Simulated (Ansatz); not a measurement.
# SiH2IF (SMILES F[SiH2]I): an attempt with Ansatz

Aim: energy and forces of SiH2IF.

Program for the calculation: Ansatz 0.2.0.

3 further runs of the same task are left out: 1 that didn't finish, 2 set aside as unsound or not needed.

### 1 The molecule

The species is SiH2IF (5 atoms), meant as a singlet with charge 0. SMILES: `F[SiH2]I`. The shape is that of a PBE0-D4/def2-TZVP optimisation.

Bond lengths: F1–Si2 1.592 Å, Si2–I3 2.422 Å, Si2–H4 1.476 Å, Si2–H5 1.477 Å. Angles: F1–Si2–I3 109.3°, F1–Si2–H4 108.3°, F1–Si2–H5 108.3°, I3–Si2–H4 108.9°, I3–Si2–H5 108.9°, H4–Si2–H5 113.0°.

### 2 The run

File job.yaml:

```yaml
crystal:
  periodic: [true, true, true]
  atoms:
    - {symbol: F, position_ang: [-0.417100, -0.253200, 1.547200]}
    - {symbol: Si, position_ang: [0.136500, -0.141300, 0.058300]}
    - {symbol: I, position_ang: [-1.229900, 1.421900, -1.188000]}
    - {symbol: H, position_ang: [0.040100, -1.472100, -0.573900]}
    - {symbol: H, position_ang: [1.520200, 0.371000, 0.115000]}
basis:
  gaussian: {orbitals: x2c-SVPall.json, fitting: {mean_field: def2-universal-jfit.json}}
correlation: {method: bccd, electrons: outside_noble_gas}
output: {forces: true}
```

Command:

```sh
$ ansatz run job.yaml --threads 1 --pin off --max-ram 2610MiB --events-out events.jsonl --progress --plain --runs-dir runs
```

The program printed:

```text
Error: YAML parse error: error: line 2 column 3: crystal: missing field `lattice` (a structure is typed as `lattice` and `atoms`, a molecule's as `atoms` in Å alone, or read from a run's directory, `checkpoint`)
 --> <input>:2:3
  |
1 | crystal:
2 |   periodic: [true, true, true]
  |   ^ crystal: missing field `lattice` (a structure is typed as `lattice` and `atoms`, a molecule's as `atoms` in Å alone, or read from a run's directory, `checkpoint`)
3 |   atoms:
4 |     - {symbol: F, position_ang: [-0.417100, -0.253200, 1.547200]}
  |
```

Run time: 0.04 s. Hardware: 1 thread of AMD EPYC 7R43 (Zen 3), shared host.

### 3 What went wrong

The input was rejected.

The telling line is `Error: YAML parse error: error: line 2 column 3: crystal: missing field 'lattice'`. The fault: the molecule is declared periodic without a cell.
